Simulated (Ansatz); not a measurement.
VWC2, 4 atoms in the cell. The structure is trigonal, space group R-3m (No. 166). Conventional cell: a = 3.034 Å, b = 3.034 Å, c = 14.802 Å, α = 90.00°, β = 90.00°, γ = 120.00°. W (site symmetry -3m) has 6 C at 2.17 Å as nearest neighbours. Around V (site symmetry -3m) lie 6 C at 2.11 Å. C (site symmetry 3m) is surrounded by 3 V at 2.11 Å and 3 W at 2.17 Å. The cell comes from a database or a generator and needn't be the stable form of this composition.

| Property | Result |
| --- | --- |
| Program | Ansatz 0.2.0 |
| Task | phonons |
| Functional | PBEsol |
| Potentials or basis | Ansatz PAW |
| Cutoff | 420 eV (not typed: the program's choice for these potentials) |
| k mesh | 10 × 10 × 10 |
| Occupations | fermi-dirac, width 0.05 eV |
| Spin | collinear spin, ferromagnetic start |
| Starting moments | [0.0, 2.0, 0.0, 0.0] μB |

Potentials or basis: Ansatz PAW.

The run is started by

```console
$ ansatz run input.yaml --threads 2 --pin off --max-ram 5632MiB --backend cpu --events-out ev --progress --plain --runs-dir out
```

Hardware: 2 threads of Intel(R) Xeon(R) Processor @ 2.50GHz (Skylake/Cascade Lake), with other jobs on the host.

How long does it take, and how much memory?

Run time: 7.1 min on 2 threads of Intel(R) Xeon(R) Processor @ 2.50GHz (Skylake/Cascade Lake), with other jobs on the host, peak memory 1.6 GiB. Counts: scf iterations 4, plane waves 779, k points 282, bands 23.
